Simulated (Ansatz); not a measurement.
# Cl3F3W: the cost of one run

Program: Ansatz 0.2.0, Gaussian basis. Level of theory: the settings change from run to run. These are calculated values, not measurements.

### 1 The molecule

An earlier PBE0-D4 in a triple-zeta def2 set relaxation fixed the geometry. W takes a core potential in def2 sets; no spin-orbit term is included.

7 atoms, charge 0, spin multiplicity 1.

Atoms are counted from 1 here; the program's logs count them from 0.

Bond lengths: F1–W2 1.850 Å, W2–F3 1.840 Å, W2–F4 1.840 Å, W2–Cl5 2.267 Å, W2–Cl6 2.277 Å, W2–Cl7 2.277 Å. Angles: F1–W2–F3 88.9°, F1–W2–F4 88.9°, F1–W2–Cl5 180.0°, F1–W2–Cl6 88.3°, F1–W2–Cl7 88.3°, F3–W2–F4 177.8°, F3–W2–Cl5 91.1°, F3–W2–Cl6 90.0°, F3–W2–Cl7 90.0°, F4–W2–Cl5 91.1°, F4–W2–Cl6 90.0°, F4–W2–Cl7 90.0°, Cl5–W2–Cl6 91.7°, Cl5–W2–Cl7 91.7°, Cl6–W2–Cl7 176.6°.

### 2 wB97X/def2-SVPD

This run has atoms shaken by 0.03 Å.

The input, in.yaml:

```yaml
crystal:
  periodic: [false, false, false]
  atoms:
    - {symbol: F, position_ang: [-0.413412, -1.458983, 1.084063]}
    - {symbol: W, position_ang: [-0.038963, -0.050332, 0.020199]}
    - {symbol: F, position_ang: [1.547806, 0.274973, 0.993885]}
    - {symbol: F, position_ang: [-1.524335, -0.389888, -0.895797]}
    - {symbol: Cl, position_ang: [0.482171, 1.764222, -1.373059]}
    - {symbol: Cl, position_ang: [-1.148902, 1.386365, 1.397092]}
    - {symbol: Cl, position_ang: [1.144795, -1.516648, -1.298697]}
basis:
  gaussian: {orbitals: def2-SVPD}
hamiltonian: {xc: {name: wB97X}}
output: {forces: true}
```

Launch:

```sh
ansatz run in.yaml --threads 4 --pin off --events-out ev --progress --plain --max-ram 11315MiB
```

**Question.** How long does this run take on 4 threads of Arm Neoverse V2, shared host, and how much memory does it need?

About 11 s, with a peak of 0.91 GiB.
